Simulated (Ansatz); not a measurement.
**TiAl: a tetragonal deformation path**

Aim: for TiAl, follow a tetragonal deformation at fixed volume.

Program: Ansatz 0.2.0. Level of theory: DFT r2SCAN, scalar-relativistic, plane waves, PAW. These are calculated values, not measurements.

2 further runs of the same task are left out: 1 that didn't finish, 1 set aside as unsound or not needed. Runs told in other sessions of the task aren't counted.

## (1) The system as given

The structure is tetragonal, space group P4/mmm (No. 123). The conventional cell has a = 2.811 Å, b = 2.811 Å, c = 4.065 Å, α = 90.00°, β = 90.00°, γ = 90.00°. Ti (site symmetry 4/mmm) is surrounded by 4 Ti at 2.81 Å and 8 Al at 2.84 Å. Al (site symmetry 4/mmm) has 4 Al at 2.81 Å and 8 Ti at 2.84 Å in its first shell of neighbours.

As a file:

```cif
data_structure
_symmetry_space_group_name_H-M 'P 1'
_symmetry_Int_Tables_number 1
_cell_length_a 2.8106
_cell_length_b 2.8106
_cell_length_c 4.0650
_cell_angle_alpha 90.000
_cell_angle_beta 90.000
_cell_angle_gamma 90.000
_cell_volume 32.11
loop_
_atom_site_label
_atom_site_type_symbol
_atom_site_fract_x
_atom_site_fract_y
_atom_site_fract_z
_atom_site_occupancy
Ti1 Ti 0.00000 0.00000 0.00000 1
Al1 Al 0.50000 0.50000 0.50000 1
```

This cell was relaxed beforehand with the same method: volume 16.06 Å³/atom, gap on the mesh none (metal).

## (2) The reference: the undisturbed cell on the scan's mesh

input.yaml

```yaml
crystal:
  lattice:
    - [2.810562101, 0.0, 0.0]
    - [0.0, 2.810562101, 0.0]
    - [0.0, 0.0, 4.0650007537]
  atoms:
    - { symbol: Ti, position: [0.0, 0.0, 0.0] }
    - { symbol: Al, position: [0.5, 0.5, 0.5] }
basis:
  ecutwfc: 500
kpoints:
  mp_grid: { grid: [24, 24, 16] }
hamiltonian:
  xc: r2scan
scf:
  occupations: { method: gaussian, width: 0.15 }
output:
  forces: true
  stress: true
  eigenvalues: true
```

The run is started by

```
$ ansatz run input.yaml --threads 1 --pin off --max-ram 2560MiB --backend cpu --events-out ev --progress --plain --runs-dir out
```

## (3) The scan: a tetragonal deformation path

At fixed volume and fractional coordinates, lengths along (0.000, 0.000, 1.000) are scaled against those across it; ρ is that ratio over its starting value.

## (4) Point ρ = 0.850

Edit input.yaml of step 2 so:

```diff
@@ -2,5 +2,5 @@
   lattice:
-    - [2.810562101, 0.0, 0.0]
-    - [0.0, 2.810562101, 0.0]
-    - [0.0, 0.0, 4.0650007537]
+    - [2.967018201, 0.0, 0.0]
+    - [0.0, 2.967018201, 0.0]
+    - [0.0, 0.0, 3.6475947414]
   atoms:
```

## (5) Point ρ = 1.200

Edit input.yaml of step 4 so:

```diff
@@ -2,5 +2,5 @@
   lattice:
-    - [2.967018201, 0.0, 0.0]
-    - [0.0, 2.967018201, 0.0]
-    - [0.0, 0.0, 3.6475947414]
+    - [2.6448401984, 0.0, 0.0]
+    - [0.0, 2.6448401984, 0.0]
+    - [0.0, 0.0, 4.5903746]
   atoms:
```

## (6) At ρ = 0.920

Edit input.yaml of step 5 so:

```diff
@@ -2,5 +2,5 @@
   lattice:
-    - [2.6448401984, 0.0, 0.0]
-    - [0.0, 2.6448401984, 0.0]
-    - [0.0, 0.0, 4.5903746]
+    - [2.8897742039, 0.0, 0.0]
+    - [0.0, 2.8897742039, 0.0]
+    - [0.0, 0.0, 3.8452021991]
   atoms:
```

## (7) ρ = 1.100

Edit input.yaml of step 6 so:

```diff
@@ -2,5 +2,5 @@
   lattice:
-    - [2.8897742039, 0.0, 0.0]
-    - [0.0, 2.8897742039, 0.0]
-    - [0.0, 0.0, 3.8452021991]
+    - [2.722673874, 0.0, 0.0]
+    - [0.0, 2.722673874, 0.0]
+    - [0.0, 0.0, 4.3316738956]
   atoms:
```

## (8) Point ρ = 0.960

Edit input.yaml of step 7 so:

```diff
@@ -2,5 +2,5 @@
   lattice:
-    - [2.722673874, 0.0, 0.0]
-    - [0.0, 2.722673874, 0.0]
-    - [0.0, 0.0, 4.3316738956]
+    - [2.8490677366, 0.0, 0.0]
+    - [0.0, 2.8490677366, 0.0]
+    - [0.0, 0.0, 3.9558649114]
   atoms:
```

## (9) At ρ = 1.050

Edit input.yaml of step 8 so:

```diff
@@ -2,5 +2,5 @@
   lattice:
-    - [2.8490677366, 0.0, 0.0]
-    - [0.0, 2.8490677366, 0.0]
-    - [0.0, 0.0, 3.9558649114]
+    - [2.7652225258, 0.0, 0.0]
+    - [0.0, 2.7652225258, 0.0]
+    - [0.0, 0.0, 4.1993959962]
   atoms:
```

## (10) At ρ = 0.800

Edit input.yaml of step 9 so:

```diff
@@ -2,5 +2,5 @@
   lattice:
-    - [2.7652225258, 0.0, 0.0]
-    - [0.0, 2.7652225258, 0.0]
-    - [0.0, 0.0, 4.1993959962]
+    - [3.0275862444, 0.0, 0.0]
+    - [0.0, 3.0275862444, 0.0]
+    - [0.0, 0.0, 3.5031114555]
   atoms:
@@ -20 +20,5 @@
   eigenvalues: true
+  write_density: true
+  write_potential: true
+  elf: true
+  volumetric_format: npy
```

(Steps that only read results are left out.)

Q: Predict the outcome of this session. Wanted: highest point.

As calculated:

```
     quantity                        value
highest point  121.6 meV/atom at ρ = 1.200
```

What this shows: No sampled point lies below the undisturbed cell. No further minimum shows among the sampled points.
